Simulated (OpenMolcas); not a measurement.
# InHF (SMILES [F][InH]) at 6 levels

Aim: a comparison of 6 runs (UHF/STO-3G, UHF/def2-SVP, UHF/def2-TZVP, UPBE0/def2-SVP, UBPW91/def2-TZVP, UPBE/def2-TZVP) of InHF. 

The calculation is run with OpenMolcas 26.06.

9 further runs of the same task are left out: 6 for a known fault of the program, 3 set aside as unsound or not needed.

## (1) The molecule

The species is InHF (3 atoms), meant as a doublet with charge 0. As SMILES, `[F][InH]`. The coordinates come from a PBE0-D4/def2-TZVP relaxation.

Bond lengths: F1–In2 1.970 Å, In2–H3 1.779 Å. Angles: F1–In2–H3 113.8°.

## (2) Energy and gradient at UHF/STO-3G (run 1)

Contents of geom.xyz:

```xyz
3

F      1.088400     0.989500     0.694300
In    -0.522500     0.355100    -0.244800
H     -0.576900    -1.409400    -0.462800
```

Contents of test.input:

```
&GATEWAY
 BasLib=$CurrDir
 Coord=geom.xyz
 Basis=STO-3G
 Group=NoSym

&SEWARD

&SCF
 UHF
 Spin=2
 Thresholds=1e-10 1e-07 1e-07 1e-05
 PrOrbitals=1 1

&ALASKA
```

The basis set STO-3G is read from a file made from the Basis Set Exchange's data (not shown).

Started as:

```
$ export MOLCAS_MEM=1860
$ pymolcas test.input > test.log
```

The program printed:

```text
--- Start Module: gateway ---
[...]
--- Stop Module: gateway /rc=_RC_ALL_IS_WELL_ ---
[...]
      Basis functions           33
[...]
--- Start Module: scf ---
[...]
       Convergence after  17 Iterations
[...]
::    Total SCF energy                              -5781.4357727362
[...]
      Total spin, S                                     0.5043427551
[...]
      Total electronic charge=   59.000000
      Total            charge=   -0.000000
[...]
      Dipole Moment (debye):
      Origin of the operator (angstrom)=   -0.2961    0.4313   -0.1142
                   X= -1.7790E+00               Y=  5.6340E-01               Z= -9.0201E-01           Total=  2.0727E+00
      Quadrupole Moment (debye*angstrom):
[...]
--- Stop Module: scf /rc=_RC_ALL_IS_WELL_ ---
--- Start Module: alaska ---
[...]
 *              Molecular gradients               *
 **************************************************
  Irreducible representation: a
 ------------------------------------------------------------------------------------------
                              X                       Y                       Z
 ------------------------------------------------------------------------------------------
  F1                3.34574478165202E-02    1.43624259760919E-02    1.96313397370282E-02
  IN2              -3.11310425746427E-02    2.59668069153070E-02   -1.40629591186503E-02
  H3               -2.32640524187266E-03   -4.03292328914127E-02   -5.56838061837683E-03
 ------------------------------------------------------------------------------------------
--- Stop Module: alaska /rc=_RC_ALL_IS_WELL_ ---
[...]
```

Run time: 2.5 s. Hardware: 1 thread of Arm Neoverse V1, shared host; peak memory 0.37 GiB.

## (3) Energy and gradient at UHF/def2-SVP (core potential) (run 2)

Contents of job.input:

```
* FHIn Hartree-Fock
>>> EXPORT MOLCAS_PRINT=2

&gateway
  baslib=$CurrDir
  coord
  3
  angstrom
  F        1.088400       0.989500       0.694300
  In      -0.522500       0.355100      -0.244800
  H       -0.576900      -1.409400      -0.462800
  basis=def2-SVP
  group=NoSym

&seward

&scf
  uhf
  spin=2
  thresholds=1e-10 1e-07 1e-07 1e-05
  prorbitals=1 2

&alaska
```

The basis set def2-SVP is read from a file made from the Basis Set Exchange's data (not shown).

Started as:

```
$ export MOLCAS_MEM=1860
$ pymolcas job.input > job.log
```

The program printed:

```text
--- Start Module: gateway ---
[...]
--- Stop Module: gateway /rc=_RC_ALL_IS_WELL_ ---
[...]
      Basis functions           45
[...]
--- Start Module: scf ---
[...]
       Convergence after  16 Iterations
[...]
::    Total SCF energy                               -289.1411748788
[...]
      Total spin, S                                     0.5098244544
[...]
      Total electronic charge=   31.000000
      Total            charge=   -0.000000
[...]
      Dipole Moment (debye):
      Origin of the operator (angstrom)=   -0.2961    0.4313   -0.1142
                   X= -2.8764E+00               Y= -4.6031E-01               Z= -1.6050E+00           Total=  3.3258E+00
      Quadrupole Moment (debye*angstrom):
[...]
--- Stop Module: scf /rc=_RC_ALL_IS_WELL_ ---
[...]
--- Start Module: alaska ---
[...]
 *              Molecular gradients               *
 **************************************************
  Irreducible representation: a
 ------------------------------------------------------------------------------------------
                              X                       Y                       Z
 ------------------------------------------------------------------------------------------
  F1                1.76668674939329E-03    8.95228159095041E-04    1.05123692334441E-03
  IN2              -1.55651488379149E-03    1.47192488375580E-05   -8.40311400543747E-04
  H3               -2.10171865620445E-04   -9.09947407926381E-04   -2.10925522805994E-04
 ------------------------------------------------------------------------------------------
--- Stop Module: alaska /rc=_RC_ALL_IS_WELL_ ---
[...]
```

Run time: 2.9 s. Hardware: 1 thread of Arm Neoverse V1, shared host; peak memory 0.38 GiB.

Runs 3 to 5 aren't shown in full; the table further down has their settings and results.

## (4) Energy and gradient at UPBE/def2-TZVP (core potential) (run 6)

Contents of calc.inp:

```
&gateway
  baslib = $CurrDir
  basisset
  F.def2-TZVP....
  F1 1.088400 0.989500 0.694300 angstrom
  End of Basis
  basisset
  In.def2-TZVP....
  In2 -0.522500 0.355100 -0.244800 angstrom
  End of Basis
  basisset
  H.def2-TZVP....
  H3 -0.576900 -1.409400 -0.462800 angstrom
  End of Basis

&seward
  gridinput
  Grid=UltraFine
  End of Grid

&scf
  uhf
  spin = 2
  ksdft = PBE
  thresholds = 1e-10 1e-07 1e-07 1e-05
  prorbitals = 1

&alaska
```

The basis set def2-TZVP is read from a file made from the Basis Set Exchange's data (not shown).

Started as:

```
$ export MOLCAS_MEM=1860
$ pymolcas calc.inp > calc.log
```

The program printed:

```text
--- Start Module: gateway ---
[...]
--- Stop Module: gateway /rc=_RC_ALL_IS_WELL_ ---
[...]
      Basis functions           87
[...]
--- Start Module: scf ---
[...]
       Convergence after  22 Iterations
[...]
::    Total KS-DFT energy                            -290.5258371062
[...]
      Total spin, S                                     0.5020172978
[...]
      Total electronic charge=   31.000000
      Total            charge=   -0.000000
[...]
      Dipole Moment (debye):
      Origin of the operator (angstrom)=   -0.2961    0.4313   -0.1142
                   X= -2.3187E+00               Y= -5.9487E-01               Z= -1.3177E+00           Total=  2.7325E+00
      Quadrupole Moment (debye*angstrom):
[...]
--- Stop Module: scf /rc=_RC_ALL_IS_WELL_ ---
[...]
--- Start Module: alaska ---
[...]
 *              Molecular gradients               *
 **************************************************
  Irreducible representation: a
 ------------------------------------------------------------------------------------------
                              X                       Y                       Z
 ------------------------------------------------------------------------------------------
  F1               -7.96945701437934E-03   -3.25833679016085E-03   -4.65872914590371E-03
  IN2               7.72973423172729E-03   -9.68683602027287E-04    4.07731683522083E-03
  H3                2.39722782674034E-04    4.22702039219081E-03    5.81412310694973E-04
 ------------------------------------------------------------------------------------------
--- Stop Module: alaska /rc=_RC_ALL_IS_WELL_ ---
[...]
```

It took 30 s on 1 thread of Arm Neoverse V1, shared host; peak memory 0.48 GiB.

## (5) All runs side by side

```
run                                                      level  integration grid  integral approximation   energy (Eh)  dipole moment (D)  HOMO energy (eV)  LUMO energy (eV)  wall time
  1                                                 UHF/STO-3G                 –                    none  -5781.435773               2.07             -4.89              5.29      2.5 s
  2                              UHF/def2-SVP (core potential)                 –                    none   -289.141175               3.33             -8.94              0.05      2.9 s
  3                             UHF/def2-TZVP (core potential)                 –                    none   -289.279403               3.28             -9.01             -0.06       11 s
  4                            UPBE0/def2-SVP (core potential)         UltraFine                    none   -290.381333               2.79             -6.33             -3.31       11 s
  5  UBPW91/def2-TZVP (Cholesky decomposition, core potential)                 –                 CD high   -290.713334                  –             -5.42             -4.19      8.7 s
  6                            UPBE/def2-TZVP (core potential)         UltraFine                    none   -290.525837               2.73             -5.38             -4.27       30 s
```

## (6) What came out

| quantity | value |
| --- | --- |
| run 6: total energy | -290.52584 Eh |
| run 6: dipole moment | 2.73 D |
| run 6: HOMO energy (highest over α and β) | -5.38 eV |
| run 6: LUMO energy (lowest over α and β) | -4.27 eV |
| run 6: ⟨S²⟩ | 0.754 |
| run 6: largest force on an atom | 0.503 eV/Å |

In words: Over runs 1, 2, 3, 4, 6 the dipole moment (its size) runs from 2.07 D (UHF/STO-3G) to 3.33 D (UHF/def2-SVP). The two ends differ in basis and core potential. Totals of different functionals can't be ranked against each other. Some runs of one species differ in core potentials or relativity; totals across that change don't compare. In run 1 the basis is minimal, so the values are rough. In run 1 relativity is left out where basis or elements ask for it. All runs together took 65 s, the longest 30 s.
